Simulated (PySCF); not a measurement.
**C5H10BFS: electronic excitations**

What electronic excitations should C5H10BFS (`C#CC[B@@H-](F)[S+](C)C`) show?

Computed with PySCF 2.14.0, with density-fitted response routines of our own, on a single molecule in the gas phase. Atoms count from 0, in the outputs and in this text.

## Step 1: The starting structure

18 atoms, charge 0, multiplicity 1; geometry from: GFN2-xTB.

Bonds of the start (Å): C0–C1 1.20, C1–C2 1.45, C2–B3 1.62, B3–F4 1.37, B3–S5 2.12, S5–C6 1.82, S5–C7 1.81, C0–H8 1.05, C2–H9 1.09, C2–H10 1.09, B3–H11 1.19, C6–H12 1.08, C6–H13 1.09, C6–H14 1.09, C7–H15 1.09, C7–H16 1.09, C7–H17 1.09.

## Step 2: Ultraviolet spectrum: CAM-B3LYP/def2-SVPD

What the job is given:

```
{"job": {"kind": "uv", "xc": "CAM-B3LYP", "basis": "def2-SVPD", "nstates": 8, "ntriplets": 3}, "charge": 0, "multiplicity": 1}
C      2.701590     1.453319    -0.631228
C      2.326827     0.318426    -0.549087
C      1.840334    -1.037823    -0.438259
B      0.369892    -1.197508     0.227627
F      0.141589    -0.481518     1.372232
S     -1.000934    -0.288326    -1.106406
C     -2.505905    -0.602936    -0.137383
C     -0.766908     1.457731    -0.673992
H      3.050629     2.440153    -0.699773
H      1.852110    -1.495734    -1.431815
H      2.551045    -1.596732     0.178889
H     -0.065956    -2.301263     0.276458
H     -2.784054    -1.638970    -0.298550
H     -3.295372     0.054768    -0.487020
H     -2.293174    -0.433306     0.913567
H      0.139139     1.787494    -1.171970
H     -1.625679     2.023964    -1.020927
H     -0.643932     1.544578     0.401218
```

Method: TDDFT CAM-B3LYP/def2-SVPD, vertical, gas phase, core orbitals frozen in the response.

Command:

```
$ OMP_NUM_THREADS=1 python probes_run.py task.json out
```

The driver reads the jobs from task.json and runs them one after another.

Log:

```text
coarse grid: 15432 points
cycle   1  E = -718.7640431535  dE =  8.579e-01  |g| = 5.612e-01  |ddm| = 1.078e+01
cycle   2  E = -718.7652796052  dE = -1.236e-03  |g| = 6.549e-01  |ddm| = 2.237e+00
cycle   3  E = -718.8347351590  dE = -6.946e-02  |g| = 7.194e-02  |ddm| = 7.300e-01
cycle   4  E = -718.8357001098  dE = -9.650e-04  |g| = 2.499e-02  |ddm| = 2.321e-01
cycle   5  E = -718.8358622129  dE = -1.621e-04  |g| = 7.182e-03  |ddm| = 1.062e-01
cycle   6  E = -718.8358719189  dE = -9.706e-06  |g| = 3.979e-03  |ddm| = 1.959e-02
cycle   7  E = -718.8358758133  dE = -3.894e-06  |g| = 5.598e-04  |ddm| = 8.564e-03
final grid: 144320 points
cycle   8  E = -718.9285418211  dE = -4.953e-05  |g| = 3.937e-03  |ddm| = 1.193e-01
cycle   9  E = -718.9285428958  dE = -1.075e-06  |g| = 3.622e-03  |ddm| = 1.540e-02
cycle  10  E = -718.9285456331  dE = -2.737e-06  |g| = 5.150e-04  |ddm| = 5.332e-03
cycle  11  E = -718.9285456780  dE = -4.487e-08  |g| = 2.701e-04  |ddm| = 1.013e-03
cycle  12  E = -718.9285456934  dE = -1.539e-08  |g| = 8.516e-05  |ddm| = 5.657e-04
cycle  13  E = -718.9285456952  dE = -1.798e-09  |g| = 2.151e-05  |ddm| = 1.790e-04
cycle  14  E = -718.9285456953  dE = -1.376e-10  |g| = 8.194e-06  |ddm| = 5.768e-05
converged SCF energy = -718.9285456953

Static polarisability (au): isotropic 93.868, principal 74.609 96.099 110.898

Singlet excitations
state   eV       nm        f      main configurations
  1   6.4059    193.5   0.00104   H->L+4 0.18, H->L+7 0.17, H->L+1 0.14
  2   6.5432    189.5   0.00200   H-2->L+1 0.36, H->L+1 0.14, H-2->L 0.10
  3   6.7273    184.3   0.00972   H->L+2 0.20, H->L+10 0.12, H-1->L+4 0.09
  4   6.8107    182.0   0.00355   H-1->L+10 0.15, H-1->L+2 0.13, H-1->L+6 0.09
  5   6.8728    180.4   0.00258   H->L+1 0.48, H->L+4 0.13, H-2->L+1 0.11
  6   7.2326    171.4   0.00911   H-1->L+1 0.66, H-1->L+4 0.09
  7   7.2810    170.3   0.01533   H->L 0.31, H->L+2 0.27
  8   7.3243    169.3   0.01634   H->L+2 0.28, H->L 0.21

Triplet excitations (Tamm-Dancoff, eV): 5.4651 5.9125 5.9490
```

Wall time 2.3 min (1 thread of Arm Neoverse N1, shared host); peak memory 1.2 GiB.

The orbitals next to the gap, with their largest atomic shares:

```csv
orbital,eV,atoms
HOMO−3,-10.32,"F4 21 %, B3 16 %, H11 13 %"
HOMO−2,-9.29,"S5 44 %, B3 14 %, F4 12 %"
HOMO−1,-8.84,"C0 40 %, C1 37 %, C2 9 %"
HOMO,-8.43,"C0 33 %, C1 28 %, C2 13 %"
LUMO,0.91,"S5 45 %, C6 13 %, H13 10 %"
LUMO+1,0.98,"S5 45 %, C7 12 %, H16 7 %"
LUMO+2,1.22,"S5 56 %, B3 6 %, H9 6 %"
```

With each of the 8 states as a Gaussian band of 0.4 eV half-width at 1/e, the curve within the window shown has maxima at 172 nm (ε 1,800) L/(mol cm). Beyond the last state computed it falls off for lack of states. The curve at chosen wavelengths:

(nm, ε (L/mol/cm)): (163, 824), (165, 1155), (167, 1460), (169, 1679), (171, 1780), (173, 1764), (175, 1660), (177, 1509), (179, 1347), (181, 1194), (183, 1055), (185, 928), (187, 806), (189, 687), (191, 571), (193, 460), (195, 361), (197, 274), (199, 202), (201, 145), (203, 101), (205, 69), (207, 46), (209, 30), (211, 19), (213, 12)

Further results of this job:

```
           property  computed
  dipole moment (D)      3.86
polarisability (Å³)     13.91
 HOMO–LUMO gap (eV)      9.34
      −ε(HOMO) (eV)      8.43
```

## Step 3: Results

| quantity | value |
| --- | --- |
| lowest singlet (CAM-B3LYP/def2-SVPD) | 6.41 eV (194 nm), f = 0.001 |
| brightest single state of those computed | state 8, 7.32 eV, f = 0.016 |
| lowest triplet | 5.47 eV |

The lowest singlet, at 6.41 eV, is HOMO→LUMO+4 0.18, HOMO→LUMO+7 0.17 and is weak; of the 8 states computed, the strongest absorption comes from state 8 at 7.32 eV (the last computed, so partners may be missing). The lowest triplet lies 0.94 eV below the lowest singlet (triplets in Tamm-Dancoff, singlets in full TDDFT).
